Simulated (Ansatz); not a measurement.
Lu, space group Im-3m, a calculation of the elastic constants

Computed with Ansatz 0.2.0, Python API.

The cells in order, each with its output:

**Cell 1**
```python
from dataclasses import replace
import warnings

import ansatz as az
from ase import Atoms
import numpy as np

warnings.simplefilter("ignore", az.DeckWarning)
```

**Cell 2**
```python
atoms = Atoms(
    ["Lu"],
    scaled_positions=[
        (0.0, 0.0, 0.0),
    ],
    cell=[
        (-1.954107, 1.954107, 1.954107),
        (1.954107, -1.954107, 1.954107),
        (1.954107, 1.954107, -1.954107),
    ],
    pbc=True,
)
lu = az.Crystal.from_ase(atoms)
```

**Cell 3**
```python
lu.resolved().tree()["lattice"]
```
Output:
```text
((-1.954107, 1.954107, 1.954107), (1.954107, -1.954107, 1.954107), (1.954107, 1.954107, -1.954107))
```

**Cell 4**
```python
model = (
    lu.calculation()
    .functional("pbesol")
    .pseudopotentials("paw")
    .occupations(az.OccupationsMethod.GAUSSIAN)
    .kpoints(16, 16, 16)
)
# first bring the cell to zero stress
rest = model.relax(cell=True).run(threads=1, backend="cpu").lattice
relaxed = az.Crystal(lattice=az.Lattice.of(rest.cell_ang))
for site in rest.sites:
    relaxed = relaxed.atom(site.symbol, site.position_frac)
model = replace(model, crystal=relaxed)
print("relaxed volume {:.3f} A^3".format(abs(np.linalg.det(rest.cell_ang))))
result = model.elastic("clamped_ion", amplitude=0.003).run(threads=1, backend="cpu")
elastic = result.elastic
```
Output:
```text
relaxed volume 27.875 A^3
```

**Cell 5**
```python
print("C_ij (GPa), Voigt order xx yy zz yz xz xy")
for row in elastic.c_gpa:
    print(" ".join(f"{value:8.1f}" for value in row))
print("smallest eigenvalue of C:", round(elastic.stability.min_eigenvalue_gpa, 1), "GPa; tensor positive definite:", elastic.stability.min_eigenvalue_gpa > 0)
# averaged moduli need a positive definite tensor
if elastic.stability.min_eigenvalue_gpa > 0:
    m = elastic.moduli
    print(f"K = {m.k_hill_gpa:.1f}, G = {m.g_hill_gpa:.1f}, E = {m.youngs_gpa:.1f} GPa, Poisson ratio {m.poisson:.3f}, K/G = {m.k_hill_gpa / m.g_hill_gpa:.2f}")
```
Output:
```text
C_ij (GPa), Voigt order xx yy zz yz xz xy
    33.9     50.7     50.7     -0.0      0.0      0.0
    50.7     33.9     50.7     -0.0      0.0      0.0
    50.7     50.7     33.9     -0.0      0.0      0.0
    -0.0     -0.0      0.0     28.6      0.0     -0.0
     0.0     -0.0      0.0      0.0     28.6     -0.0
     0.0     -0.0     -0.0     -0.0     -0.0     28.6
smallest eigenvalue of C: -16.8 GPa; tensor positive definite: False
```

What to keep in mind:
- This isn't the structure that Lu takes at ambient conditions.
- Shear constants of a metal converge slowly with the k-point mesh and can be wrong in sign on a coarse one; the constants belong to the cell that was strained.
- Hardware and time: 110 s on 1 thread of Arm Neoverse V2, with other jobs on the host, peak memory 0.62 GiB.

(A comment or docstring line of the script was reworded after the run, the code is as it ran.)
